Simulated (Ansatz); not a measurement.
# MgS (Niningerite): how the settings move a single-point run

Question: which choices in the input matter for MgS (Niningerite)?

Method: reference: DFT, HSE06, plane waves, PAW, in Ansatz 0.2.0.

1 further run of the same task is left out (it didn't finish).

## (1) The structure to begin with

The structure is cubic, space group Fm-3m (No. 225). Conventional cell: a = 5.203 Å, b = 5.203 Å, c = 5.203 Å, α = 90.00°, β = 90.00°, γ = 90.00°. Mg (site symmetry m-3m) has 6 S at 2.60 Å as nearest neighbours. Around S (site symmetry m-3m) lie 6 Mg at 2.60 Å.

As a file:

```xyz
2
Lattice="0.0000 2.6015 2.6015 2.6015 0.0000 2.6015 2.6015 2.6015 0.0000" Properties=species:S:1:pos:R:3 pbc="T T T"
Mg    0.0000    0.0000    0.0000
S     2.6015    2.6015    2.6015
```

## (2) Baseline

File input.yaml:

```yaml
crystal:
  lattice:
    - [0.0, 2.6015177399, 2.6015177399]
    - [2.6015177399, 0.0, 2.6015177399]
    - [2.6015177399, 2.6015177399, 0.0]
  atoms:
    - { symbol: Mg, position: [0.0, 0.0, 0.0] }
    - { symbol: S, position: [0.5, 0.5, 0.5] }
kpoints:
  mp_grid: { grid: [4, 4, 4] }
hamiltonian:
  xc: hse06
scf:
  occupations: { method: fixed }
  n_extra_bands: 4
output:
  forces: true
  stress: true
  eigenvalues: true
```

On the command line:

```console
$ ansatz run input.yaml --threads 4 --pin off --max-ram 3686MiB --backend cpu --events-out ev --progress --plain --runs-dir out
```

## (3) Changed: exchange pbe, correlation pbe, coeff 0.2, omega 0.5

input.yaml: that of step 2 with these lines changed.

```diff
@@ -11,3 +11,3 @@
 hamiltonian:
-  xc: hse06
+  xc: { exchange: pbe, correlation: pbe, exx: { coeff: 0.2, omega: 0.5 } }
 scf:
```

## (4) Variant: exchange pbe, correlation pbe, coeff 1.0, omega 0.5

input.yaml: that of step 2 with these lines changed.

```diff
@@ -11,3 +11,3 @@
 hamiltonian:
-  xc: hse06
+  xc: { exchange: pbe, correlation: pbe, exx: { coeff: 1.0, omega: 0.5 } }
 scf:
```

## (5) Changed: exchange pbe, correlation pbe, coeff 1.0

input.yaml: that of step 2 with these lines changed.

```diff
@@ -11,3 +11,3 @@
 hamiltonian:
-  xc: hse06
+  xc: { exchange: pbe, correlation: pbe, exx: { coeff: 1.0 } }
 scf:
```

## (6) Changing settings: exchange pbe, correlation pbe, coeff 0.4, omega 0.3

input.yaml: that of step 2 with these lines changed.

```diff
@@ -11,3 +11,3 @@
 hamiltonian:
-  xc: hse06
+  xc: { exchange: pbe, correlation: pbe, exx: { coeff: 0.4, omega: 0.3 } }
 scf:
```

## (7) Variant: preconditioner none

input.yaml: that of step 2 with these lines changed.

```diff
@@ -15,2 +15,3 @@
   n_extra_bands: 4
+  mixing: { preconditioner: none }
 output:
```

Before running it: what results should come out? Wanted: for each run, ending; energy change; pressure; gap; force.

As calculated:

```tsv
run	ending	energy change	pressure (GPa)	gap (eV)	force (eV/Å)	cycles	time
reference	converged	0	-0.1	3.80	0.00	10	4.3 s
1: exchange pbe, correlation pbe, coeff 0.2, omega 0.5	converged	not comparable	0.7	3.17	0.00	9	4.4 s
2: exchange pbe, correlation pbe, coeff 1.0, omega 0.5	converged	not comparable	-2.6	4.86	0.00	16	5.3 s
3: exchange pbe, correlation pbe, coeff 1.0	converged	not comparable	-4.1	10.19	0.00	18	5.4 s
4: exchange pbe, correlation pbe, coeff 0.4, omega 0.3	converged	not comparable	-0.7	4.09	0.00	14	4.9 s
5: preconditioner none	converged	0.0 meV/atom	-0.1	3.80	0.00	10	4.4 s
```

Residual by cycle in the longest SCF loop of each run; runs are numbered as in the table. The quantity is the density residual dr2, in eV.

```tsv
cycle	reference	run 1	run 2	run 3	run 4	run 5
1	0.00298	0.00166	0.0263	0.0251	0.00652	0.00298
2	7.6e-4	4.2e-4	0.006	0.00591	0.00162	7.6e-4
3	1.9e-4	3.4e-5	0.00913	0.0323	7.6e-4	1.9e-4
4	2.7e-5	5.7e-6	0.00152	0.0061	1.1e-4	2.7e-5
5	2.0e-6	1.3e-7	3.4e-4	7.3e-4	1.2e-5	2.0e-6
6	-	-	7.0e-5	2.5e-5	2.3e-6	-
7	-	-	1.7e-5	-	-	-
```

«preconditioner none» leaves the energy as it was.
